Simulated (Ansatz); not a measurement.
# CH4AlFOSi: one species, many methods

Aim: compute CH4AlFOSi with functionals from several rungs and with coupled cluster. The yardstick is the atomisation energy at the CCSD(T) limit.

Program: Ansatz 0.2.0, Gaussian basis. Level of theory: functionals in def2-TZVPP, the program's frozen cores in correlated methods. These are calculated values, not measurements.

The runs, in order: PBE-D4, r2SCAN-D4, PBE0-D4, B3LYP-D4, ωB97X-V, ωB97M-V, B2PLYP; CCSD(T)/def2-TZVPP; MP2/def2-QZVPP; extrapolation to the limit.

## Step 1: The geometry

All runs share one geometry, relaxed beforehand with PBE0-D4/def2-TZVP.

SMILES `F[SiH]1O[CH2][AlH]1`, 9 atoms, charge 0, spin multiplicity 1.

Atoms are counted from 1 here; the program's logs count them from 0.

Bond lengths: F1–Si2 1.607 Å, Si2–O3 1.660 Å, Si2–Al5 2.427 Å, Si2–H6 1.486 Å, O3–C4 1.453 Å, C4–Al5 2.002 Å, C4–H7 1.095 Å, C4–H8 1.095 Å, Al5–H9 1.589 Å. Angles: F1–Si2–O3 111.4°, F1–Si2–Al5 116.7°, F1–Si2–H6 104.0°, O3–Si2–Al5 76.9°, O3–Si2–H6 109.2°, Al5–Si2–H6 133.4°, Si2–O3–C4 113.4°, O3–C4–Al5 97.0°, O3–C4–H7 108.4°, O3–C4–H8 109.5°, Al5–C4–H7 116.7°, Al5–C4–H8 117.3°, H7–C4–H8 107.1°, Si2–Al5–C4 71.2°, Si2–Al5–H9 152.6°, C4–Al5–H9 136.0°.

## Step 2: PBE-D4 (GGA)

Contents of in.yaml:

```yaml
crystal:
  periodic: [false, false, false]
  atoms:
    - {symbol: F, position_ang: [1.395900, 1.528521, -1.554154]}
    - {symbol: Si, position_ang: [1.022659, 1.000862, -0.082514]}
    - {symbol: O, position_ang: [0.985468, -0.657275, -0.023743]}
    - {symbol: C, position_ang: [-0.360847, -1.203122, -0.016105]}
    - {symbol: Al, position_ang: [-1.318417, 0.518553, 0.340898]}
    - {symbol: H, position_ang: [2.134717, 1.495472, 0.770259]}
    - {symbol: H, position_ang: [-0.418114, -1.969443, 0.763548]}
    - {symbol: H, position_ang: [-0.559631, -1.700429, -0.971264]}
    - {symbol: H, position_ang: [-2.793235, 0.940560, 0.756076]}
basis:
  gaussian: {orbitals: def2-TZVPP}
hamiltonian: {xc: pbe, dispersion: d4}
output: {forces: true, orbitals: {seedname: orbitals}}
```

Run with:

```
ansatz run in.yaml --threads 4 --pin off --events-out ev --progress --plain --max-ram 10444MiB
```

The runs that follow: r2SCAN-D4 (meta-GGA); PBE0-D4 (hybrid); B3LYP-D4 (hybrid); ωB97X-V (range-separated); ωB97M-V (range-separated); B2PLYP (double hybrid); CCSD(T) in def2-TZVPP; MP2 in def2-QZVPP.

Q: Predict the results of all the runs planned. Wanted: atomisation energy, CCSD(T)/CBS; farthest; mean size of error, hybrid; mean size of error, range-separated; gap, smallest and largest; T1 diagnostic; triples share of the correlation energy.

**Answer**, as computed:

```
                               quantity                                value
        atomisation energy, CCSD(T)/CBS                        3207.3 kJ/mol
 functionals within 16.0 kJ/mol (0.5 %)          r2SCAN-D4, ωB97X-V, ωB97M-V
                               farthest                B2PLYP (-54.3 kJ/mol)
             mean size of error, hybrid                          31.7 kJ/mol
    mean size of error, range-separated                           5.9 kJ/mol
              gap, smallest and largest  3.07 eV (PBE-D4), 9.10 eV (ωB97X-V)
                          T1 diagnostic                               0.0140
triples share of the correlation energy                                3.6 %
```

What this shows: PBE-D4 misses by +37.1 kJ/mol, or 4.1 kJ/mol for each of 9 bonds. Double hybrids carry the basis error of their MP2 part in triple zeta, and no dispersion term here, so their miss is partly the set-up's. Misses under about 16.0 kJ/mol are within the doubt on the reference itself, which lacks core-valence correlation, relativity and higher excitations. Hartree-Fock recovers 71 % of the binding; the rest is correlation. The gap grows from 3.1 to 9.1 eV across the functionals, mostly with the share of exact exchange.
